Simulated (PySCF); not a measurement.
# C4H8AlFO: the cost of one run

Programs: PySCF 2.14.0, with density-fitted response routines of our own. Each step states its level of theory. These are calculated values for one molecule in the gas phase, unless marked as measured. Atoms are numbered from 0 throughout.

### Step 1. Starting geometry

15 atoms, charge 0, multiplicity 1; geometry from: GFN2-xTB.

Bonds of the start (Å): C0–C1 1.34, C1–O2 1.37, O2–C3 1.41, C3–C4 1.52, C1–Al5 1.99, Al5–F6 1.65, C0–H7 1.08, C0–H8 1.08, C3–H9 1.09, C3–H10 1.10, C4–H11 1.10, C4–H12 1.09, C4–H13 1.09, Al5–H14 1.53.

### Step 2. Ultraviolet spectrum: PBE0/def2-SVPD

The job: settings as JSON, then the geometry in Å.

```
{"job": {"kind": "uv", "xc": "PBE0", "basis": "def2-SVPD", "nstates": 8, "ntriplets": 3}, "charge": 0, "multiplicity": 1}
C     -1.843811    -1.142832     1.132200
C     -0.927195    -0.576161     0.335573
O      0.147277    -1.306507    -0.090840
C      1.055532    -0.583766    -0.884380
C      1.924559     0.355739    -0.059299
Al    -1.290599     1.321178    -0.151294
F     -2.676100     1.993493     0.431616
H     -2.701805    -0.565758     1.444097
H     -1.779685    -2.163833     1.474960
H      1.672064    -1.331588    -1.389720
H      0.497694    -0.004555    -1.641559
H      1.298064     1.120892     0.411045
H      2.657438     0.843780    -0.695095
H      2.437933    -0.198309     0.722463
H     -0.475777     2.246215    -1.061680
```

With the program's defaults for keys left out, this is: TDDFT PBE0/def2-SVPD, vertical, gas phase, core orbitals frozen in the response.

Launch:

```
$ OMP_NUM_THREADS=1 python probes_run.py task.json out
```

This one command runs all jobs of the session in turn.

Q: Estimate the wall time and peak memory of this job on 1 thread of AMD EPYC, shared host.

About 58 s, with a peak of 0.8 GiB.
